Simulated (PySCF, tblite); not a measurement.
# C₄H₅BCl₃F: geometry, infrared bands and NMR shifts

What infrared bands and NMR shifts should C₄H₅BCl₃F (`C=C(F)BCC(Cl)(Cl)Cl`) show?

Computed with tblite 0.8.0 and PySCF 2.14.0, with density-fitted response routines of our own, on a single molecule in the gas phase. Atoms count from 0, in the outputs and in this text.

**1. The molecule as given**

14 atoms, charge 0, multiplicity 1; geometry from: force field or distance geometry start.

Bonds of the start (Å): C0–C1 1.32, C1–F2 1.37, C1–B3 1.57, B3–C4 1.61, C4–C5 1.54, C5–Cl6 1.79, C5–Cl7 1.78, C5–Cl8 1.79, C0–H9 1.09, C0–H10 1.09, B3–H11 1.17, C4–H12 1.11, C4–H13 1.12.

**2. Optimising the geometry with GFN2-xTB**

The job: settings as JSON, then the geometry in Å.

```
{"job": {"kind": "relax", "xc": "GFN2-xTB", "basis": "xTB"}, "charge": 0, "multiplicity": 1}
C     -2.873200     0.239200    -0.118700
C     -1.741200    -0.434300    -0.047300
F     -1.758400    -1.784300     0.178900
B     -0.352000     0.291900    -0.193700
C      1.009900    -0.555300    -0.077800
C      2.278700     0.293700    -0.252500
Cl     2.406900     1.542500     1.022000
Cl     2.343400     1.088800    -1.847400
Cl     3.713500    -0.770600    -0.114900
H     -2.896100     1.314200    -0.283000
H     -3.832500    -0.277900    -0.014800
H     -0.321500     1.449000    -0.369000
H      1.027400    -1.057300     0.914200
H      0.994200    -1.340200    -0.873000
```

The run is started by

```bash
OMP_NUM_THREADS=1 python probes_run.py task.json out
```

The driver reads the jobs from task.json and runs them one after another.

**Question.** This job is followed by: GFN2-xTB harmonic vibrations, gas phase; GIAO PBE0/pcSseg-1 NMR shielding, non-relativistic, gas phase. What will the session give for the following? strongest single infrared mode (GFN2-xTB); zero-point energy (GFN2-xTB); ¹³C shifts against TMS (PBE0/pcSseg-1); ¹H shifts against TMS (PBE0/pcSseg-1, means over atoms taken as alike); ¹⁹F shifts against CFCl3 (PBE0/pcSseg-1); ¹¹B shifts against BF3·OEt2 (PBE0/pcSseg-1); ³⁵Cl shifts against HCl (PBE0/pcSseg-1, means over atoms taken as alike).

**Answer**, as computed:

| quantity | value |
| --- | --- |
| strongest single infrared mode (GFN2-xTB) | 1277 cm⁻¹, 153 km/mol |
| zero-point energy (GFN2-xTB) | 50.9 kcal/mol |
| ¹³C shifts against TMS (PBE0/pcSseg-1) | 187.2, 136.5, 125.0, 61.5 ppm |
| ¹H shifts against TMS (PBE0/pcSseg-1, means over atoms taken as alike) | 6.95, 6.49, 6.05, 3.22 ppm |
| ¹⁹F shifts against CFCl3 (PBE0/pcSseg-1) | -103.8 ppm |
| ¹¹B shifts against BF3·OEt2 (PBE0/pcSseg-1) | 68.8 ppm |
| ³⁵Cl shifts against HCl (PBE0/pcSseg-1, means over atoms taken as alike) | 499 ppm |

Over 37 steps the energy fell by 0.117 eV; of the close pairs, B3–C4 changed most, 1.608 to 1.579 Å. All 36 modes are real, so the xTB geometry is a minimum. The strongest single mode, at 1277 cm⁻¹, moves mainly C4, H13 and H12. Unscaled tight-binding wavenumbers are off by several per cent, some by more. Its intensities can rank the bands wrongly. C5 stands next to heavy halogen, whose spin-orbit shielding this run leaves out, so the computed shift lies too far downfield, most of all for carbon beside Br or I. At PBE0/pcSseg-1: Shielding is most anisotropic at Cl6, Cl7, Cl8 (span 806 ppm, paramagnetic term -693 ppm).
